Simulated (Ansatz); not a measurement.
# C₄H₅F₃O: basis-set convergence

How large a basis does C₄H₅F₃O need? Two functionals are run in growing sets.

Program: Ansatz 0.2.0, Gaussian basis. Level of theory: one geometry, several basis sets. These are calculated values, not measurements.

Plan: PBE0-D4/def2-SVP; ωB97M-V/def2-SVP; PBE0-D4/def2-QZVPP; ωB97M-V/def2-QZVPP; the functionals' def2-TZVPP values are taken from earlier runs.

## (1) Structure used throughout

The geometry comes from an earlier relaxation with PBE0-D4 in a triple-zeta def2 set; it is a stationary point, not always the lowest conformer.

SMILES `FC1CCC(F)(F)O1`, 13 atoms, charge 0, spin multiplicity 1.

Atoms are counted from 1 here; the program's logs count them from 0.

Bond lengths: F1–C2 1.376 Å, C2–C3 1.515 Å, C2–O8 1.392 Å, C2–H9 1.090 Å, C3–C4 1.522 Å, C3–H10 1.092 Å, C3–H11 1.088 Å, C4–C5 1.517 Å, C4–H12 1.088 Å, C4–H13 1.090 Å, C5–F6 1.343 Å, C5–F7 1.353 Å, C5–O8 1.380 Å. Angles: F1–C2–C3 109.8°, F1–C2–O8 109.0°, F1–C2–H9 107.0°, C3–C2–O8 106.1°, C3–C2–H9 116.4°, O8–C2–H9 108.4°, C2–C3–C4 101.2°, C2–C3–H10 109.3°, C2–C3–H11 111.6°, C4–C3–H10 111.2°, C4–C3–H11 114.5°, H10–C3–H11 108.9°, C3–C4–C5 101.7°, C3–C4–H12 114.8°, C3–C4–H13 111.3°, C5–C4–H12 111.0°, C5–C4–H13 108.3°, H12–C4–H13 109.3° and more.

Coordinates:

```xyz
13

F    -1.5812    1.1583   -0.9871
C    -0.2415    1.1133   -0.6753
C     0.3238   -0.2458   -1.0346
C    -0.0238   -1.0486    0.2103
C     0.0754    0.0069    1.2959
F    -0.8317   -0.1443    2.2744
F     1.2832   -0.0049    1.9065
O    -0.0925    1.2418    0.7030
H     0.2260    1.9746   -1.1532
H     1.4052   -0.1639   -1.1623
H    -0.1122   -0.6299   -1.9550
H     0.6420   -1.8836    0.4163
H    -1.0522   -1.4087    0.1759
```

## (2) PBE0-D4 in def2-SVP

Input file in.yaml:

```yaml
crystal:
  periodic: [false, false, false]
  atoms:
    - {symbol: F, position_ang: [-1.581206, 1.158266, -0.987104]}
    - {symbol: C, position_ang: [-0.241468, 1.113272, -0.675300]}
    - {symbol: C, position_ang: [0.323824, -0.245792, -1.034628]}
    - {symbol: C, position_ang: [-0.023824, -1.048556, 0.210329]}
    - {symbol: C, position_ang: [0.075427, 0.006929, 1.295937]}
    - {symbol: F, position_ang: [-0.831733, -0.144287, 2.274430]}
    - {symbol: F, position_ang: [1.283209, -0.004875, 1.906544]}
    - {symbol: O, position_ang: [-0.092531, 1.241844, 0.703012]}
    - {symbol: H, position_ang: [0.226022, 1.974591, -1.153185]}
    - {symbol: H, position_ang: [1.405171, -0.163921, -1.162310]}
    - {symbol: H, position_ang: [-0.112216, -0.629900, -1.955014]}
    - {symbol: H, position_ang: [0.642023, -1.883640, 0.416263]}
    - {symbol: H, position_ang: [-1.052198, -1.408730, 0.175927]}
basis:
  gaussian: {orbitals: def2-SVP}
hamiltonian: {xc: pbe0, dispersion: d4}
output: {orbitals: {seedname: orbitals}}
```

Run with:

```console
ansatz run in.yaml --threads 4 --pin off --events-out ev --progress --plain --max-ram 11315MiB
```

After this run come: ωB97M-V in def2-SVP; PBE0-D4 in def2-QZVPP; ωB97M-V in def2-QZVPP.

**Question.** What will the summary of the whole plan be? Wanted: PBE0-D4: double and triple zeta above quadruple; ωB97M-V: double and triple zeta above quadruple.

As calculated:

| quantity | value |
| --- | --- |
| PBE0-D4: double and triple zeta above quadruple | 17.66, 0.74 eV |
| ωB97M-V: double and triple zeta above quadruple | 18.07, 0.70 eV |

In words: PBE0-D4 gains 16.92 eV from double to triple zeta, then 0.74 eV more. These are total energies; as a rule much of such shifts cancels in differences, which this series doesn't test. The LUMO of ωB97M-V is positive and keeps falling with the basis (3.32 to 1.77 eV): an unbound level that the basis holds in place.
